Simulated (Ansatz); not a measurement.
## CH₄SeSi, SMILES C1[SiH2][Se]1: a relaxed scan of one distance

Computed with Ansatz 0.2.0, Python API.

The script, `relaxed_scan_ch4sesi.py`:
```python
"""One bond of CH4SeSi held at set lengths while the rest relaxes."""

import ansatz as az
from ase import Atoms
import numpy as np


def main() -> None:
    atoms = Atoms(["C", "Si", "Se", "H", "H", "H", "H"], positions=[
        [-0.6276, -0.5035, -0.3807],
        [0.6935, 0.3124, 0.5264],
        [-0.4174, 1.1943, -1.3621],
        [-0.308, -1.3499, -0.9712],
        [-1.6327, -0.491, 0.1476],
        [0.2995, 0.9962, 1.7756],
        [2.054, -0.2265, 0.2187],
    ])
    ch4sesi = az.Crystal.molecule_from_ase(atoms)

    model = ch4sesi.calculation().basis(gaussian="def2-SVP").functional("hf")
    symbols = [site.symbol for site in ch4sesi.cartesian_sites]
    pairs = [(0, 1), (0, 2), (0, 3), (0, 4), (1, 2), (1, 5)]
    print("held (A)   E (eV)        ", "  ".join(f"{symbols[i]}{i}-{symbols[j]}{j}" for i, j in pairs))
    for length in [1.38, 1.5, 1.61, 1.79, 2.02]:
        rep = model.relax(constraints=[az.DistanceConstraint((1, 6), at=length)], force_tolerance=0.02, max_steps=60).run().report
        xyz = np.array(rep["positions_ang"])
        print(f"{length:6.2f} {rep['free_energy_ev']:14.5f}  ", "  ".join(f"{np.linalg.norm(xyz[i] - xyz[j]):.3f}" for i, j in pairs))


if __name__ == "__main__":
    main()
```

```console
$ python relaxed_scan_ch4sesi.py
held (A)   E (eV)         C0-Si1  C0-Se2  C0-H3  C0-H4  Si1-Se2  Si1-H5
DeckWarning: relax.constraints: the input's atoms, or those drawn, lie off the distances that are held; a relaxation that starts there is brought onto them ahead of its first SCF, by positions alone, [...]
  1.38   -74247.37766   1.846  2.029  1.085  1.084  2.236  1.472
  1.50   -74247.46469   1.845  2.031  1.085  1.085  2.233  1.470
  1.61   -74247.31031   1.844  2.032  1.084  1.084  2.229  1.469
  1.79   -74246.79664   1.842  2.036  1.084  1.085  2.224  1.468
  2.02   -74245.94614   1.840  2.039  1.084  1.085  2.215  1.467
```
(Warnings from the package without file and line, shortened, repeats left out.)

Total energies depend on the basis set; only differences at equal settings carry meaning. The energies are electronic: no zero-point or thermal terms, and the basis set is short of its limit. Timing: 100 s on 1 thread of Arm Neoverse N1, on a shared host, peak memory 0.25 GiB.
